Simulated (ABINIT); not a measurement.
**Si2C: single point with BLYP**

Si2C:

```
Si C
1.0
     3.37973    0.00000    0.00000
    -1.68986    2.92693    0.00000
     0.00000    0.00000    4.65332
Si C
2 1
Direct
  0.33333 0.66667 0.75035
  0.33333 0.66667 0.24965
  0.00000 0.00000 0.00000
```

The cell was built by a generator and needn't be a form met in nature.

```
Program             : ABINIT 10.8.3 (patched build)
Task                : single point
Functional          : BLYP
Potentials or basis : Ansatz NC PBE
Cutoff              : 1450 eV
k mesh              : 7 × 7 × 4
Occupations         : fermi-dirac, width 0.05 eV
Spin                : no spin polarisation
```

```
Pressure                                              : -5.8 GPa
Largest force                                         : 0.727 eV/Å
Band gap on the k mesh                                : none (metal or under the smearing width)
Valence electrons inside the program's atomic spheres : Si 1.68; C 3.57
```

Forces in eV/Å, atoms in the order of the input:
```
Si   0.000  0.000 -0.727
Si   0.000  0.000  0.727
C    0.000  0.000  0.000
```

Stress tensor (GPa, compression positive):
```
-16.99   0.00   0.00
  0.00 -16.99   0.00
  0.00   0.00  16.49
```

Levels at points of the mesh, in eV from the Fermi level:
| k point | band 4 | band 5 | band 6 | band 7 | band 8 | band 9 |
| --- | --- | --- | --- | --- | --- | --- |
| (0.00, 0.00, 0.00) | -2.53 | -2.53 | -0.75 | 2.65 | 2.65 | 3.71 |
| (0.00, 0.00, 0.50) | -2.40 | -2.03 | -1.49 | 1.41 | 3.19 | 3.19 |

Run time: 44 s on 1 thread of Arm Neoverse V1, on a shared host, peak memory 0.11 GiB.

Caveat: the potentials were made for another functional, which shifts forces and pressure.
